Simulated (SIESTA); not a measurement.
DyAgB4F16:

```
CELL_PARAMETERS angstrom
5.40539 -0.12478 -0.02960
0.15132 6.87214 0.16225
0.52959 1.25889 9.42097
ATOMIC_POSITIONS crystal
Dy 0.51926 0.02752 0.47238
Ag 0.00308 0.96247 0.98684
B 0.98119 0.21513 0.31959
B 0.55178 0.22688 0.79930
B 0.47337 0.81347 0.22481
B 0.99486 0.73882 0.66272
F 0.19674 0.24063 0.39809
F 0.91781 0.00730 0.35012
F 0.01586 0.28058 0.17896
F 0.77162 0.30239 0.38449
F 0.47614 0.41013 0.81522
F 0.80733 0.19785 0.81155
F 0.42093 0.07423 0.88754
F 0.50163 0.19842 0.64733
F 0.25481 0.75420 0.17645
F 0.46718 0.02640 0.22928
F 0.49267 0.73816 0.37648
F 0.68047 0.76644 0.14835
F 0.00443 0.57478 0.60200
F 0.19811 0.87672 0.59928
F 0.00419 0.71679 0.80764
F 0.76655 0.85071 0.62158
```

The cell was built by a generator and needn't be a form met in nature.

Program: SIESTA 5.4.2. Alike in all runs: task band structure; spin collinear, ferromagnetic start; cell as given; k mesh 5 × 4 × 3; smearing fermi-dirac 0.05 eV; grid cutoff 800 Ry; energy shift 0.003 Ry.

Problem. Order these runs on this cell by their pressure, lowest first.
A. level RPBE; potentials or basis PseudoDojo 0.4 standard with PseudoDojo 3+ lanthanides (4f in the core) (PBE files), DZP (energy shift 0.003 Ry; two zetas on semicore shells)
B. level PBE; potentials or basis PseudoDojo 0.4 standard with PseudoDojo 3+ lanthanides (4f in the core) (PBE files), DZP (energy shift 0.003 Ry; two zetas on semicore shells)
C. level LDA; potentials or basis PseudoDojo 0.4 standard with PseudoDojo 3+ lanthanides (4f in the core) (PBE and LDA files), DZP (energy shift 0.003 Ry; two zetas on semicore shells)
D. level PBEsol; potentials or basis PseudoDojo 0.4 standard with PseudoDojo 3+ lanthanides (4f in the core) (PBE and PBEsol files), DZP (energy shift 0.003 Ry; two zetas on semicore shells)

Solution. C (-4.6 GPa), D (-1.4 GPa), B (0.6 GPa), A (2.4 GPa).

Caveats: the magnetic or orbital state may not be the lowest; short orbitals over semicore shells can move pressures by several GPa; the basis of atomic orbitals isn't converged, which shifts pressures, moduli and gaps; the potentials were made for another functional, which shifts forces and pressure (some runs).
